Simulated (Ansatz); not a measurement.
# C₃AlN₃O₃: a ladder of functionals and wavefunction methods

An exercise on one series of results from a longer session: the logs are not shown, and one member is left open.

The runs use Ansatz 0.2.0, Gaussian basis; functionals in def2-TZVPP, the program's frozen cores in correlated methods.

Plan: LDA (SPW92), PBE-D4, revPBE-D4, BLYP-D4, r2SCAN-D4, B97M-V, PBE0-D4, B3LYP-D4, r2SCANh-D4, r2SCAN0-D4, HSE06-D4, BHLYP-D4, CAM-B3LYP-D4, LC-ωPBE, ωB97X-V, ωB97M-V, B2PLYP, PBE-QIDH; CCSD(T)/def2-SVP; CCSD(T)/def2-TZVPP; MP2/def2-QZVPP; extrapolation to the limit; RPA on PBE.

## Structure used throughout

All runs share one geometry, relaxed beforehand with PBE0-D4 in a triple-zeta def2 set.

SMILES `O=C=[N][Al]([N]=C=O)[N]=C=O`, 10 atoms, charge 0, spin multiplicity 1.

Atoms are counted from 1 here; the program's logs count them from 0.

Bond lengths: O1–C2 1.163 Å, C2–N3 1.196 Å, N3–Al4 1.744 Å, Al4–N5 1.744 Å, Al4–N8 1.744 Å, N5–C6 1.196 Å, C6–O7 1.163 Å, N8–C9 1.196 Å, C9–O10 1.163 Å. Angles: O1–C2–N3 180.0°, C2–N3–Al4 179.7°, N3–Al4–N5 120.0°, N3–Al4–N8 120.0°, N5–Al4–N8 120.0°, Al4–N5–C6 179.7°, N5–C6–O7 180.0°, Al4–N8–C9 179.4°, N8–C9–O10 180.0°.

Set-up of the first run:

The input, in.yaml:

```yaml
crystal:
  periodic: [false, false, false]
  atoms:
    - {symbol: O, position_ang: [-0.548443, -1.649439, 3.712606]}
    - {symbol: C, position_ang: [-0.391201, -1.179844, 2.660663]}
    - {symbol: N, position_ang: [-0.229522, -0.696233, 1.578724]}
    - {symbol: Al, position_ang: [0.007921, -0.000755, -0.002631]}
    - {symbol: N, position_ang: [0.078151, 1.731260, -0.191757]}
    - {symbol: C, position_ang: [0.126467, 2.919942, -0.315519]}
    - {symbol: O, position_ang: [0.173437, 4.075379, -0.436287]}
    - {symbol: N, position_ang: [0.175267, -1.037251, -1.394880]}
    - {symbol: C, position_ang: [0.289819, -1.757475, -2.342916]}
    - {symbol: O, position_ang: [0.401203, -2.456883, -3.265005]}
basis:
  gaussian: {orbitals: def2-TZVPP}
hamiltonian: {xc: lda}
output: {orbitals: {seedname: orbitals}}
```

Started as:

```
$ ansatz run in.yaml --threads 2 --pin off --events-out ev --progress --plain --max-ram 32768MiB --backend cuda --devices 0, --max-vram 18GiB
```

Steps of the session up to this table: LDA; PBE-D4 (GGA); revPBE-D4 (GGA); BLYP-D4 (GGA); r2SCAN-D4 (meta-GGA); B97M-V (meta-GGA); PBE0-D4 (hybrid); B3LYP-D4 (hybrid); r2SCANh-D4 (hybrid); r2SCAN0-D4 (hybrid); HSE06-D4 (hybrid); BHLYP-D4 (hybrid); CAM-B3LYP-D4 (range-separated); LC-ωPBE (range-separated); ωB97X-V (range-separated); ωB97M-V (range-separated); B2PLYP (double hybrid); PBE-QIDH (double hybrid).

One of the session's tables, all rows but one given; the rest of the session is left out.

It belongs to the step «Orbital energies across the functionals». 

```
  functional  HOMO (eV)  LUMO (eV)  gap (eV)
 LDA (SPW92)      -7.69      -2.67      5.02
      PBE-D4      -7.43      -2.32      5.11
   revPBE-D4      -7.35      -2.17      5.18
     BLYP-D4      -7.29      -2.22      5.07
   r2SCAN-D4      -7.75      -2.00      5.75
      B97M-V      -7.74      -2.05      5.68
     PBE0-D4      -8.85      -1.53      7.32
    B3LYP-D4      -8.59      -1.77      6.82
  r2SCANh-D4      -8.28      -1.73      6.54
  r2SCAN0-D4      -9.08      -1.34      7.74
    HSE06-D4      -8.45      -1.90      6.55
    BHLYP-D4     -10.16      -0.72      9.44
CAM-B3LYP-D4          ?          ?         ?
     LC-ωPBE     -11.52       0.55     12.07
     ωB97X-V     -11.15       0.45     11.59
     ωB97M-V     -11.05       0.22     11.27
```

Estimate the missing values for CAM-B3LYP-D4.

**Answer.** HOMO (eV): -10.20; LUMO (eV): -0.61; gap (eV): 9.59. In the column «HOMO (eV)» it lies between ωB97M-V (-11.05) and BHLYP-D4 (-10.16).
